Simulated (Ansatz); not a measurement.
# CH7BFNO2Si: a dynamics run in two tries

Wanted: a short trajectory, and a check that the input is sound. SMILES of the start: CO[SiH](F)B(N)O.

Method: UKS BLYP/STO-3G, in Ansatz 0.2.0.

**1. Starting point**

Bond lengths: C1–O2 1.477 Å, O2–Si3 1.763 Å, Si3–F4 1.660 Å, Si3–B5 2.007 Å, B5–N6 1.422 Å, B5–O7 1.403 Å, C1–H8 1.117 Å, C1–H9 1.125 Å, C1–H10 1.125 Å, Si3–H11 1.481 Å, N6–H12 1.051 Å, N6–H13 1.047 Å, O7–H14 1.032 Å. Angles (14 of 20 angles, heavy atoms first): C1–O2–Si3 109.8°, O2–Si3–F4 100.9°, O2–Si3–B5 115.2°, F4–Si3–B5 113.7°, Si3–B5–N6 120.2°, Si3–B5–O7 124.9°, N6–B5–O7 114.9°, O2–C1–H8 107.3°, O2–C1–H9 113.9°, O2–C1–H10 114.0°, O2–Si3–H11 108.2°, F4–Si3–H11 108.3°, B5–Si3–H11 110.0°, B5–N6–H12 123.7°.

As a file:

```xyz
14

C    -0.6149   -2.1164   -0.0760
O    -1.5556   -0.9887   -0.2341
Si   -0.9587    0.4140    0.6518
F    -2.2416    1.4559    0.4920
B     0.7797    1.1660   -0.0111
N     0.9251    1.5348   -1.3762
O     1.9179    1.3747    0.7820
H    -1.0448   -2.9873   -0.6286
H    -0.4657   -2.4403    0.9913
H     0.4077   -1.9237   -0.5044
H    -0.8370    0.0430    2.0804
H     1.8079    1.9359   -1.7808
H     0.1755    1.4306   -2.1001
H     1.6915    1.0723    1.7426
```

**2. First attempt**

Input file input.yaml:

```yaml
crystal:
  periodic: [false, false, false]
  atoms:
    - { symbol: C, position_ang: [-0.614869, -2.116385, -0.076038] }
    - { symbol: O, position_ang: [-1.555552, -0.988676, -0.234052] }
    - { symbol: Si, position_ang: [-0.958693, 0.41402, 0.65181] }
    - { symbol: F, position_ang: [-2.241589, 1.455935, 0.492019] }
    - { symbol: B, position_ang: [0.779655, 1.165974, -0.011082] }
    - { symbol: "N", position_ang: [0.925141, 1.534778, -1.37619] }
    - { symbol: O, position_ang: [1.917911, 1.374663, 0.782026] }
    - { symbol: H, position_ang: [-1.044842, -2.987325, -0.628577] }
    - { symbol: H, position_ang: [-0.465723, -2.440253, 0.991281] }
    - { symbol: H, position_ang: [0.407726, -1.923715, -0.504398] }
    - { symbol: H, position_ang: [-0.836998, 0.042972, 2.080387] }
    - { symbol: H, position_ang: [1.807918, 1.935892, -1.780779] }
    - { symbol: H, position_ang: [0.175548, 1.430596, -2.100103] }
    - { symbol: H, position_ang: [1.691466, 1.072323, 1.742597] }
magnetization:
  spin_polarized: true
basis:
  gaussian: { orbitals: STO-3G }
hamiltonian:
  xc: blyp
md:
  timestep: 0.5
  n_steps: 25
  ensemble: nvt_langevin
  temperature: 1500.0
  initial_velocities: maxwell_boltzmann
  seed: 527907
  friction: 0.005
  dt: 0.5
```

Launch:

```
$ ansatz run input.yaml --threads 1 --pin off --max-ram 2048MiB --backend cpu --events-out ev --progress --plain --runs-dir out
```

**Question.** What will these runs give? Wanted: first try.

As calculated:

| quantity | value |
| --- | --- |
| first try | refused |
| cause | one key bears a name from other programs (dt, n_images) that this one doesn't know |

The fault in the first input was caught at the input check and cost nothing.
